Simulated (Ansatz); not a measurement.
# LaTe: the cost of one run

Computed with Ansatz 0.2.0 through its Python package. Level of theory: DFT PBEsol, plane waves, PAW.

## Step 1: Starting point

It takes space group Fm-3m (No. 225, cubic). Conventional cell: a = 6.436 Å, b = 6.436 Å, c = 6.436 Å, α = 90.00°, β = 90.00°, γ = 90.00°. Around La (site symmetry m-3m) lie 6 Te at 3.22 Å. Te (site symmetry m-3m) is surrounded by 6 La at 3.22 Å.

The script holds or builds the structure itself.

## Step 2: Script

Contents of late.py:

```python
import logging
import sys

import ansatz as az

logging.basicConfig(stream=sys.stdout, format="%(name)s: %(message)s")
log = logging.getLogger("run")
log.setLevel(logging.INFO)

system = (
    az.Lattice.fcc(6.436)
    .space_group(225)
    .atom("La", [0.0, 0.0, 0.0])
    .atom("Te", [0.5, 0.0, 0.0])
    .primitive()
)

base = (
    system.calculation()
    .functional("PBEsol")
    .kpoints(mesh=(7, 7, 7))
    .occupations("fermi_dirac", width=0.1)
)

rows = []
for value in [250, 300, 350, 400, 450, 500]:
    data = base.basis(value).run(threads=1).report
    rows.append((value, data["free_energy_ev"] / len(data["lattice"]["sites"]), data["n_iterations"], data["n_pw"]))

log.info(" cutoff (eV)   F/atom (eV)    iterations   plane waves")
for row in rows:
    log.info(f"{str(row[0]):>12s}  {row[1]:12.5f}  {row[2]:12d}  {row[3]:12d}")

for row in rows[:-1]:
    shift = 1000 * (row[1] - rows[-1][1])
    log.info(f"{row[0]}: {shift:+.2f} meV/atom" + ("  (within 5 meV)" if abs(shift) < 5 else ""))
```

## Step 3: The run

Run with:

```
> python late.py
```

Q: Estimate wall time and peak memory on 1 thread of Arm Neoverse V2, shared host.

About 9.9 s, with a peak of 0.42 GiB.
